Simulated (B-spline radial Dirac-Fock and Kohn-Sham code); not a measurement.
**Sn⁺: core levels and X-ray properties**

Aim: for Sn⁺, compute its photoionisation cross sections and the widths and yields of its core holes.

The numbers are computed with B-spline radial Dirac-Fock and Kohn-Sham code (version 3): a free atom or ion on a radial basis; each step names its model.

### 1 The atom as given

The Sn⁺ ion, configuration [Kr] 4d10 5s2 5p1.

```yaml
nuclear_charge: 50
electrons: 49
mass_number: 120
nuclear_rms_radius: 4.6519 fm
```

Outer shells as boxes (Hund's rule, for the drawing alone; heavy ions are jj-coupled, and the calculation averages over the configuration):

```
[Kr] core
4d [↑↓][↑↓][↑↓][↑↓][↑↓]
5s [↑↓]
5p [↑ ][  ][  ]
```

### 2 Photoionisation

Model: independent-particle photoionisation: Dirac-Hartree-Slater potential of the initial state with a Latter tail for bound and continuum orbitals, all multipoles (length form near threshold, velocity form far above), thresholds from Dirac-Fock Delta-SCF.

Recorded inputs:

```ini
task = photo
Z = 50
charge = 1
configuration = 1s2 2s2 2p6 3s2 3p6 3d10 4s2 4p6 4d10 5s2 5p1
mass_number = 120
rms_radius = 4.6519  # fm
photon_energy = [111.0, 150, 551.0, 1253.6, 2130.0, 2520.0, 2984.4, 5414.7, 8460.0, 12000, 17479.3, 54700.0, 78300.0, 105000.0, 150000, 200000]  # eV
```

Results of the run (chosen fields of its result record, rounded):

```text
{
  "status": "converged",
  "shells": ["K", "L1", "L2", "L3", "M1", "M2", "M3", "M4", "M5", "N1", "N2", "N3", "N4", "N5", "O1", "O2", "O3"],
  "occupation": [2.0, 2.0, 2.0, 4.0, 2.0, 2.0, 4.0, 4.0, 6.0, 2.0, 2.0, 4.0, 4.0, 6.0, 2.0, 0.333, 0.667],
  "threshold [eV]": [29216.4, 4488.7, 4174.41, 3946.87, 904.663, 776.791, 734.273, 510.53, 502.096, 163.239, 119.012, 111.448, 41.0319, 40.0075, 20.4334, 13.9925, 13.4706],
  "sigma [Mb]": [
    ["K", "-", "-", "-", "-", "-", "-", "-", "-", "-", "-", "-", 0.00136, 0.000501, 0.000217, 7.8e-05, 3.41e-05],
    ["L1", "-", "-", "-", "-", "-", "-", "-", 0.0213, 0.00933, 0.00457, 0.00201, 0.000122, 4.7e-05, 2.1e-05, 7.8e-06, 3.49e-06],
    ["L2", "-", "-", "-", "-", "-", "-", "-", 0.0316, 0.00913, 0.00326, 0.00103, 2.53e-05, 7.6e-06, 2.84e-06, 8.66e-07, 3.38e-07],
    ["L3", "-", "-", "-", "-", "-", "-", "-", 0.0566, 0.0157, 0.00544, 0.00166, 3.62e-05, 1.04e-05, 3.72e-06, 1.08e-06, 4.03e-07],
    ["M1", "-", "-", "-", 0.0599, 0.0261, 0.0196, 0.0145, 0.00469, 0.00189, 0.000895, 0.000386, 2.33e-05, 8.96e-06, 4.02e-06, 1.5e-06, 6.7e-07],
    ["M2", "-", "-", "-", 0.0828, 0.0342, 0.0247, 0.0174, 0.00441, 0.0014, 0.000534, 0.000179, 4.92e-06, 1.51e-06, 5.7e-07, 1.76e-07, 6.94e-08],
    ["M3", "-", "-", "-", 0.174, 0.067, 0.0475, 0.033, 0.00794, 0.00243, 0.000901, 0.000292, 7.12e-06, 2.08e-06, 7.55e-07, 2.21e-07, 8.35e-08],
    ["M4", "-", "-", 1.63, 0.224, 0.0483, 0.0287, 0.0167, 0.00221, 0.000434, 0.000114, 2.58e-05, 2.28e-07, 5.06e-08, 1.49e-08, 3.48e-09, 1.11e-09],
    ["M5", "-", "-", 2.4, 0.325, 0.0693, 0.041, 0.0237, 0.00309, 0.000598, 0.000155, 3.45e-05, 2.85e-07, 6.16e-08, 1.78e-08, 4.04e-09, 1.27e-09],
    ["N1", "-", "-", 0.0561, 0.0147, 0.00575, 0.00423, 0.00309, 0.000973, 0.000388, 0.000183, 7.84e-05, 4.72e-06, 1.82e-06, 8.18e-07, 3.04e-07, 1.36e-07],
    ["N2", "-", 0.141, 0.0569, 0.0166, 0.00622, 0.00442, 0.00309, 0.000786, 0.000251, 9.66e-05, 3.26e-05, 9.14e-07, 2.81e-07, 1.07e-07, 3.3e-08, 1.3e-08],
    ["N3", "-", 0.346, 0.124, 0.0332, 0.0119, 0.00835, 0.00577, 0.0014, 0.000432, 0.000162, 5.28e-05, 1.31e-06, 3.85e-07, 1.4e-07, 4.11e-08, 1.55e-08],
    ["N4", 0.355, 0.137, 0.136, 0.0234, 0.00562, 0.00344, 0.00205, 0.000293, 5.98e-05, 1.61e-05, 3.71e-06, 3.4e-08, 7.59e-09, 2.25e-09, 5.26e-10, 1.68e-10],
    ["N5", 0.452, 0.221, 0.201, 0.0337, 0.008, 0.00487, 0.0029, 0.000406, 8.18e-05, 2.18e-05, 4.94e-06, 4.22e-08, 9.16e-09, 2.65e-09, 6.06e-10, 1.91e-10],
    ["O1", 0.0632, 0.0439, 0.00701, 0.00178, 0.000689, 0.000505, 0.000368, 0.000115, 4.59e-05, 2.16e-05, 9.25e-06, 5.57e-07, 2.15e-07, 9.65e-08, 3.59e-08, 1.61e-08],
    ["O2", 0.00414, 0.00304, 0.000792, 0.00022, 8.15e-05, 5.79e-05, 4.05e-05, 1.03e-05, 3.28e-06, 1.26e-06, 4.28e-07, 1.2e-08, 3.7e-09, 1.4e-09, 4.35e-10, 1.71e-10],
    ["O3", 0.00957, 0.00717, 0.00163, 0.000422, 0.00015, 0.000105, 7.27e-05, 1.76e-05, 5.45e-06, 2.04e-06, 6.68e-07, 1.66e-08, 4.88e-09, 1.78e-09, 5.22e-10, 1.97e-10]
  ],
  "beta_dipole": [
    ["K", "-", "-", "-", "-", "-", "-", "-", "-", "-", "-", "-", 1.99, 1.98, 1.96, 1.92, 1.86],
    ["L1", "-", "-", "-", "-", "-", "-", "-", 1.99, 1.99, 1.99, 1.99, 1.98, 1.97, 1.95, 1.91, 1.84],
    ["L2", "-", "-", "-", "-", "-", "-", "-", 1.4, 1.41, 1.31, 1.16, 0.654, 0.502, 0.381, 0.233, 0.108],
    ["L3", "-", "-", "-", "-", "-", "-", "-", 1.47, 1.46, 1.36, 1.2, 0.549, 0.32, 0.124, -0.123, -0.325],
    ["M1", "-", "-", "-", 1.99, 1.99, 1.99, 1.99, 1.99, 1.99, 1.99, 1.99, 1.98, 1.97, 1.95, 1.91, 1.84],
    ["M2", "-", "-", "-", 1.45, 1.61, 1.61, 1.6, 1.49, 1.36, 1.24, 1.09, 0.618, 0.476, 0.362, 0.221, 0.0995],
    ["M3", "-", "-", "-", 1.47, 1.64, 1.65, 1.64, 1.54, 1.41, 1.28, 1.11, 0.502, 0.285, 0.0979, -0.141, -0.336],
    ["M4", "-", "-", 0.538, 1.17, 1.24, 1.22, 1.18, 0.986, 0.809, 0.669, 0.522, 0.0734, -0.0907, -0.242, -0.445, -0.608],
    ["M5", "-", "-", 0.446, 1.18, 1.21, 1.18, 1.14, 0.938, 0.766, 0.634, 0.499, 0.0946, -0.0598, -0.209, -0.42, -0.601],
    ["N1", "-", "-", 1.98, 1.99, 1.99, 1.99, 1.99, 1.99, 1.99, 1.99, 1.99, 1.98, 1.97, 1.95, 1.91, 1.84],
    ["N2", "-", -0.146, 1.51, 1.69, 1.66, 1.64, 1.61, 1.48, 1.34, 1.22, 1.07, 0.611, 0.471, 0.359, 0.219, 0.0979],
    ["N3", "-", -0.399, 1.5, 1.7, 1.7, 1.68, 1.66, 1.53, 1.4, 1.26, 1.1, 0.493, 0.278, 0.093, -0.144, -0.339],
    ["N4", 1.98, -0.806, 1.18, 1.34, 1.26, 1.22, 1.17, 0.961, 0.785, 0.649, 0.508, 0.0683, -0.0942, -0.246, -0.447, -0.61],
    ["N5", 1.95, -0.76, 1.21, 1.32, 1.23, 1.18, 1.13, 0.912, 0.742, 0.615, 0.485, 0.0896, -0.0627, -0.212, -0.423, -0.602],
    ["O1", 1.96, 1.97, 1.99, 1.99, 1.99, 1.99, 1.99, 1.99, 1.99, 1.99, 1.99, 1.98, 1.97, 1.95, 1.91, 1.84],
    ["O2", 0.042, 0.467, 1.6, 1.7, 1.67, 1.64, 1.61, 1.48, 1.34, 1.22, 1.07, 0.61, 0.47, 0.358, 0.219, 0.0977],
    ["O3", 0.118, 0.543, 1.58, 1.72, 1.7, 1.68, 1.66, 1.53, 1.39, 1.26, 1.09, 0.492, 0.277, 0.0922, -0.145, -0.339]
  ]
}
```

Rows start with the subshell; columns follow the photon energies; blanks lie below or just at threshold.

Totals and shares by shell:

```csv
hν (eV),total (kb),K (%),L (%),M (%),N (%),O (%)
111.00,883,-,-,-,91.3,8.7
150.00,899,-,-,-,94.0,6.0
551.00,4610,-,-,87.3,12.5,0.2
1253.6,989,-,-,87.5,12.3,0.2
2130.0,283,-,-,86.4,13.2,0.3
2520.0,187,-,-,86.1,13.5,0.4
2984.4,123,-,-,85.8,13.8,0.4
5414.7,136,-,80.6,16.4,2.8,0.1
8460.0,42.2,-,81.0,16.0,2.9,0.1
12000,16.4,-,81.0,15.9,2.9,0.2
17479,5.81,-,81.1,15.8,3.0,0.2
54700,1.59,85.7,11.6,2.3,0.4,0.0
78300,0.581,86.2,11.2,2.2,0.4,0.0
105000,0.252,86.4,11.0,2.1,0.4,0.0
150000,0.0900,86.6,10.8,2.1,0.4,0.0
200000,0.0393,86.7,10.7,2.1,0.4,0.0
```

### 3 Widths and yields

Model: independent-particle rates: relativistic LDA orbitals of the hole state, multipoles to L = 3 (length form), Coulomb Auger matrix elements with a Latter-tail continuum; energies from Dirac-Fock.

Recorded inputs:

```ini
task = decay
holes = ["K", "L1", "L2", "L3", "M1", "M2", "M3", "M4", "M5", "N1", "N2", "N3", "N4", "N5"]
```

Results of the run (chosen fields of its result record, rounded):

```text
{
  "status": "converged",
  "K": {
    "width_radiative": 7.1431,
    "width_radiative_velocity": 7.3138,
    "width_nonradiative": 1.1684,
    "coster_kronig": {},
    "radiative": [["L3", 25270.0, 3.8654], ["L2", 25042.0, 2.0656], ["M3", 28482.0, 0.66955], ["M2", 28440.0, 0.34406], ["N3", 29105.0, 0.1235], ["N2", 29097.0, 0.063674]],
    "auger": [["L2L3", 20952.0, 0.32223], ["L3L3", 21181.0, 0.16065], ["L1L3", 20665.0, 0.13209], ["L1L2", 20434.0, 0.093185], ["L1L1", 20112.0, 0.073787], ["L3M3", 24484.0, 0.051072]]
  },
  "L1": {
    "width_radiative": 0.11027,
    "width_radiative_velocity": 0.11012,
    "width_nonradiative": 2.8741,
    "coster_kronig": {"L2": 0.56294, "L3": 0.95897},
    "radiative": [["M3", 3754.4, 0.055567], ["M2", 3711.9, 0.034072], ["N3", 4377.3, 0.011252], ["N2", 4369.7, 0.0067884], ["L3", 541.83, 0.00095704], ["M5", 3986.6, 0.00066412]],
    "auger": [["M4M5", 3431.0, 0.26022], ["L3N1", 355.54, 0.23701], ["L3N5", 482.95, 0.22006], ["L3N3", 408.73, 0.19529], ["M1M5", 3041.2, 0.1801], ["L2N1", 127.97, 0.17188]]
  },
  "L2": {
    "width_radiative": 0.18198,
    "width_radiative_velocity": 0.18575,
    "width_nonradiative": 2.4783,
    "coster_kronig": {"L3": 0.44421},
    "radiative": [["M4", 3663.9, 0.15718], ["N4", 4133.4, 0.019454], ["M1", 3269.7, 0.0042582], ["N1", 4011.2, 0.00090075], ["O1", 4154.0, 0.00012024], ["M3", 3440.1, 5.4681e-05]],
    "auger": [["M4M5", 3116.7, 0.57216], ["M2M3", 2623.8, 0.21555], ["M2M5", 2852.8, 0.20317], ["L3N4", 167.24, 0.16744], ["M3M4", 2888.0, 0.15071], ["L3N2", 85.985, 0.13189]]
  },
  "L3": {
    "width_radiative": 0.17356,
    "width_radiative_velocity": 0.17634,
    "width_nonradiative": 2.2667,
    "coster_kronig": {},
    "radiative": [["M5", 3444.8, 0.13386], ["N5", 3906.9, 0.016227], ["M4", 3436.3, 0.015091], ["M1", 3042.2, 0.0052466], ["N4", 3905.8, 0.0018269], ["N1", 3783.6, 0.0010975]],
    "auger": [["M4M5", 2889.2, 0.50426], ["M5M5", 2898.6, 0.33869], ["M3M5", 2671.6, 0.26638], ["M3M4", 2660.5, 0.17585], ["M3M3", 2438.4, 0.17077], ["M2M3", 2396.2, 0.12293]]
  },
  "M1": {
    "width_radiative": 0.0024298,
    "width_radiative_velocity": 0.0022918,
    "width_nonradiative": 10.257,
    "coster_kronig": {"M2": 2.3405, "M3": 5.5588, "M4": 0.8133, "M5": 1.1671},
    "radiative": [["N3", 793.22, 0.0012122], ["N2", 785.65, 0.00085621], ["M3", 170.39, 0.00026194], ["M2", 127.87, 5.3338e-05], ["O3", 891.19, 2.3992e-05], ["O2", 890.67, 1.6549e-05]],
    "auger": [["M3N3", 38.266, 2.0701], ["M3N2", 29.77, 1.3169], ["M2N5", 69.149, 1.2807], ["M3N5", 111.77, 1.1812], ["M2N4", 68.119, 0.93464], ["M3N4", 110.53, 0.80196]]
  },
  "M2": {
    "width_radiative": 0.0025286,
    "width_radiative_velocity": 0.0023745,
    "width_nonradiative": 4.201,
    "coster_kronig": {"M3": 0.049822, "M4": 2.7169, "M5": 1.0255},
    "radiative": [["N4", 735.76, 0.0012544], ["M4", 266.26, 0.00081823], ["N1", 613.55, 0.00039956], ["O1", 756.36, 5.5697e-05], ["N3", 665.34, 6.6614e-07], ["O3", 763.32, 1.3398e-08]],
    "auger": [["M4N3", 133.6, 0.94532], ["M5N2", 133.94, 0.76525], ["M4N1", 80.552, 0.63061], ["M4N2", 125.83, 0.61874], ["M4N5", 207.43, 0.21513], ["M4N4", 206.77, 0.20743]]
  },
  "M3": {
    "width_radiative": 0.0024366,
    "width_radiative_velocity": 0.0022979,
    "width_nonradiative": 4.8327,
    "coster_kronig": {"M4": 0.98731, "M5": 3.4194},
    "radiative": [["N5", 694.27, 0.0012099], ["M5", 232.18, 0.00050476], ["N1", 571.03, 0.00046176], ["N4", 693.24, 0.00014605], ["O1", 713.84, 6.3984e-05], ["M4", 223.74, 4.9424e-05]],
    "auger": [["M5N3", 99.68, 1.3733], ["M5N1", 46.475, 0.68162], ["M5N2", 91.425, 0.6779], ["M4N3", 91.086, 0.61376], ["M5N5", 173.66, 0.37102], ["M5N4", 172.18, 0.20506]]
  },
  "M4": {
    "width_radiative": 0.00015151,
    "width_radiative_velocity": 0.00016375,
    "width_nonradiative": 0.49256,
    "coster_kronig": {},
    "radiative": [["N2", 391.52, 0.00012778], ["N3", 399.08, 2.0976e-05], ["O2", 496.54, 2.2539e-06], ["O3", 497.06, 3.7108e-07], ["N4", 469.5, 7.0694e-08], ["N5", 470.52, 2.9289e-08]],
    "auger": [["N4N5", 413.22, 0.15152], ["N3N4", 341.03, 0.10475], ["N4N4", 412.39, 0.073359], ["N1N4", 289.13, 0.061785], ["N2N4", 335.18, 0.046998], ["N1N5", 290.23, 0.0097823]]
  },
  "M5": {
    "width_radiative": 0.00013238,
    "width_radiative_velocity": 0.00014295,
    "width_nonradiative": 0.50114,
    "coster_kronig": {},
    "radiative": [["N3", 390.65, 0.00012996], ["O3", 488.63, 2.2989e-06], ["N5", 462.09, 7.698e-08], ["N4", 461.06, 1.9914e-08], ["N1", 338.86, 1.9192e-08], ["O1", 481.66, 3.5186e-09]],
    "auger": [["N5N5", 406.02, 0.12218], ["N4N5", 404.78, 0.10556], ["N3N5", 334.72, 0.09734], ["N1N5", 281.8, 0.066116], ["N2N5", 325.79, 0.058416], ["N2N3", 253.54, 0.0091579]]
  },
  "N1": {
    "width_radiative": 6.1563e-05,
    "width_radiative_velocity": 5.0118e-05,
    "width_nonradiative": 3.002,
    "coster_kronig": {"N2": 0.54378, "N3": 0.89702, "N4": 1.0131, "N5": 0.53276},
    "radiative": [["N3", 51.792, 4.5441e-05], ["N2", 44.227, 1.3865e-05], ["O2", 149.25, 1.1261e-06], ["O3", 149.77, 1.0776e-06], ["N5", 123.23, 3.225e-08], ["N4", 122.21, 2.0498e-08]],
    "auger": [["N4N5", 65.928, 0.78314], ["N3O1", 20.236, 0.64246], ["N2O1", 12.663, 0.38952], ["N5O1", 91.803, 0.25561], ["N5N5", 67.163, 0.23911], ["N4O1", 90.77, 0.17417]]
  },
  "N2": {
    "width_radiative": 0.00019336,
    "width_radiative_velocity": 0.00015531,
    "width_nonradiative": 22.096,
    "coster_kronig": {"N4": 21.389, "N5": 0.70415},
    "radiative": [["N4", 77.98, 0.00017681], ["O1", 98.579, 1.6548e-05], ["O3", 105.54, 3.3369e-10], ["N3", 7.5644, 2.6929e-12], ["N5", 79.005, 4.0434e-13], ["O2", 105.02, 1.8657e-16]],
    "auger": [["N4N5", 21.7, 17.375], ["N4N4", 20.872, 3.5274], ["N5N5", 22.936, 0.60454], ["N4O1", 46.542, 0.35148], ["N4O3", 54.866, 0.092102], ["N5O2", 55.246, 0.046861]]
  },
  "N3": {
    "width_radiative": 0.00016266,
    "width_radiative_velocity": 0.0001272,
    "width_nonradiative": 28.062,
    "coster_kronig": {"N4": 17.187, "N5": 10.871},
    "radiative": [["N5", 71.44, 0.00013049], ["O1", 91.014, 1.8319e-05], ["N4", 70.416, 1.3847e-05], ["O2", 97.455, 1.9349e-10], ["O3", 97.977, 1.6401e-10]],
    "auger": [["N4N5", 14.136, 16.418], ["N5N5", 15.371, 10.349], ["N4N4", 13.308, 0.65371], ["N5O1", 40.012, 0.35551], ["N5O3", 48.355, 0.10729], ["N4O1", 38.978, 0.062983]]
  },
  "N4": {
    "width_radiative": 3.3697e-07,
    "width_radiative_velocity": 4.0914e-07,
    "width_nonradiative": 0,
    "coster_kronig": {},
    "radiative": [["O2", 27.039, 2.8475e-07], ["O3", 27.561, 5.2216e-08], ["O1", 20.598, 4.2161e-12], ["N5", 1.0244, 6.0039e-15]],
    "auger": []
  },
  "N5": {
    "width_radiative": 3.0361e-07,
    "width_radiative_velocity": 3.7335e-07,
    "width_nonradiative": 0,
    "coster_kronig": {},
    "radiative": [["O3", 26.537, 3.0361e-07], ["O1", 19.574, 3.5032e-12], ["O2", 26.015, 4.7744e-17]],
    "auger": []
  }
}
```

All in eV. For each hole the six strongest lines (shell, energy, width) and Auger groups (final holes, energy, width) are shown.

How each hole decays (widths in eV):

```csv
hole,radiative,Auger,Coster-Kronig,total,yield,lifetime (fs)
K (1s),7.14,1.17,0,8.31,0.859,0.0792
L1 (2s),0.110,1.35,1.52,2.98,0.0369,0.221
L2 (2p1/2),0.182,2.03,0.444,2.66,0.0684,0.247
L3 (2p3/2),0.174,2.27,0,2.44,0.0711,0.270
M1 (3s),0.00243,0.377,9.88,10.3,2.37e-04,0.0642
M2 (3p1/2),0.00253,0.409,3.79,4.20,6.02e-04,0.157
M3 (3p3/2),0.00244,0.426,4.41,4.84,5.04e-04,0.136
M4 (3d3/2),1.52e-04,0.493,0,0.493,3.07e-04,1.34
M5 (3d5/2),1.32e-04,0.501,0,0.501,2.64e-04,1.31
N1 (4s),6.16e-05,0.0154,2.99,3.00,2.05e-05,0.219
N2 (4p1/2),1.93e-04,0.00340,22.1,22.1,8.75e-06,0.0298
N3 (4p3/2),1.63e-04,0.00330,28.1,28.1,5.80e-06,0.0235
N4 (4d3/2),3.37e-07,0,0,3.37e-07,1.00,1.95e+06
N5 (4d5/2),3.04e-07,0,0,3.04e-07,1.00,2.17e+06
```

Emission lines that fill the K hole:

```
  Kα2 25042.0      53.4 ############################
  Kα1 25269.6       100 ################################
  Kβ3 28439.6      8.90 ################
  Kβ1 28482.2      17.3 ####################
Kβ2'' 29097.4      1.65 #####
 Kβ2' 29105.0      3.19 #########
```
(bars on a logarithmic scale, % of the strongest)

### 4 Summary of results

```
                       quantity                         value
             total at 1253.6 eV                        989 kb
strongest subshell at 1253.6 eV  M5 (3d5/2), 325 kb, β = 1.18
           K hole: width, yield                8.31 eV, 0.859
                   its lifetime                     0.0792 fs
             its strongest line        Kα1 (K-L3), 25269.6 eV
```

At 1253.6 eV, M5 (3d5/2) gives 33 % of the photoabsorption; at 200000 eV the K shell gives 87 %. Under 200 eV, coupling between channels can change such values by tens of per cent. With a yield of 0.86, X-ray emission is the main way out for the K hole, in 0.079 fs. Coster-Kronig decay rules L1, M1, M2, M3, N1, N2 and N3, where this model's widths can be far from the measured ones. The Hartree-Fock and Dirac-Fock values hold no electron correlation.
